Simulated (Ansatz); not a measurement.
# ReSb (zincblende type): how the settings move a single-point run

How sensitive is a single-point run of ReSb (zincblende type) to its settings? A reference run comes first, then one run with altered input.

Method: reference: DFT, PBE, all-electron LAPW, scalar-relativistic, in Ansatz 0.2.0.

2 further runs of the same task are left out: 2 that didn't finish. Runs told in other sessions of the task aren't counted.

## 1. The starting structure

It takes space group F-43m (No. 216, cubic). Conventional cell: a = 6.027 Å, b = 6.027 Å, c = 6.027 Å, α = 90.00°, β = 90.00°, γ = 90.00°. Re (site symmetry -43m) is surrounded by 4 Sb at 2.61 Å. Sb (site symmetry -43m) has 4 Re at 2.61 Å in its first shell of neighbours.

Structure file:

```xyz
2
Lattice="0.0000 3.0133 3.0133 3.0133 0.0000 3.0133 3.0133 3.0133 0.0000" Properties=species:S:1:pos:R:3 pbc="T T T"
Re    0.0000    0.0000    0.0000
Sb    1.5066    1.5066    1.5066
```

## 2. Reference

The input, input.yaml:

```yaml
crystal:
  lattice:
    - [0.0, 3.0132607878, 3.0132607878]
    - [3.0132607878, 0.0, 3.0132607878]
    - [3.0132607878, 3.0132607878, 0.0]
  atoms:
    - { symbol: Re, position: [0.0, 0.0, 0.0] }
    - { symbol: Sb, position: [0.25, 0.25, 0.25] }
kpoints:
  mp_grid: { grid: [12, 12, 12] }
  band_path:
    path:
      - [0.0, 0.0, 0.0]
      - [-0.5, -0.5, 0.0]
      - [-0.375, -0.375, 0.25]
      - [-0.375, 0.0, 0.375]
      - [0.0, 0.0, 0.0]
      - [0.0, 0.0, 0.5]
      - [-0.5, -0.25, 0.25]
      - [-0.5, -0.5, 0.0]
    npoints: 14
scf:
  occupations: { method: fermi_dirac, width: 0.08 }
hamiltonian:
  xc: pbe
  pseudopotentials: { kind: all_electron, lapw: { basis_error: 0.001 } }
output:
  forces: true
  stress: true
  eigenvalues: true
  populations: true
  dos: { projected: true, de: 0.2, e_range: [-14, 8] }
```

On the command line:

```console
$ ansatz run input.yaml --threads 1 --pin off --max-ram 2048MiB --backend cpu --events-out ev --progress --plain --runs-dir out
```

## 3. Variant: mp_grid.grid [15, 15, 15], occupations.method gaussian, occupations.width 0.15

input.yaml, as its differences from that of step 2:

```diff
@@ -9,3 +9,3 @@
 kpoints:
-  mp_grid: { grid: [12, 12, 12] }
+  mp_grid: { grid: [15, 15, 15] }
   band_path:
@@ -22,3 +22,3 @@
 scf:
-  occupations: { method: fermi_dirac, width: 0.08 }
+  occupations: { method: gaussian, width: 0.15 }
 hamiltonian:
@@ -31,2 +31 @@
   populations: true
-  dos: { projected: true, de: 0.2, e_range: [-14, 8] }
```

Q: Predict the outcome of this session. Wanted: for each run, ending; energy change; pressure; gap; force.

As calculated:

| run | ending | energy change | pressure (GPa) | gap (eV) | force (eV/Å) | cycles | time |
| --- | --- | --- | --- | --- | --- | --- | --- |
| reference | converged | 0 | 0.0 | 0.00 | 0.00 | 8 | 1.7 min |
| 1: mp_grid.grid [15, 15, 15], occupations.method gaussian, occupations.width 0.15 | converged | +0.7 meV/atom (σ→0) | -0.1 | 0.00 | 0.00 | 8 | 2.3 min |

Times don't compare one to one where runs were asked for different outputs or read a saved state (see the inputs); cycles may leave out searches for a lower state.

Residual by cycle in the longest SCF loop of each run; runs are numbered as in the table. The quantity is the density residual dr2, in eV.

| cycle | reference | run 1 |
| --- | --- | --- |
| 1 | 0.809 | 0.824 |
| 2 | 0.0792 | 0.0925 |
| 3 | 0.00593 | 0.00551 |
| 4 | 6.9e-4 | 6.0e-4 |
| 5 | 8.9e-5 | 9.3e-5 |
| 6 | 9.4e-6 | 7.4e-6 |
| 7 | 9.7e-7 | 6.6e-7 |
| 8 | 4.0e-8 | 2.9e-8 |

Changing the k-point mesh and smearing moves the energy by +0.7 meV/atom (σ→0 values). More than one kind of setting changed, and this run alone doesn't tell their shares apart. The reference has no spin polarisation; with Re present, a magnetic state may lie lower.
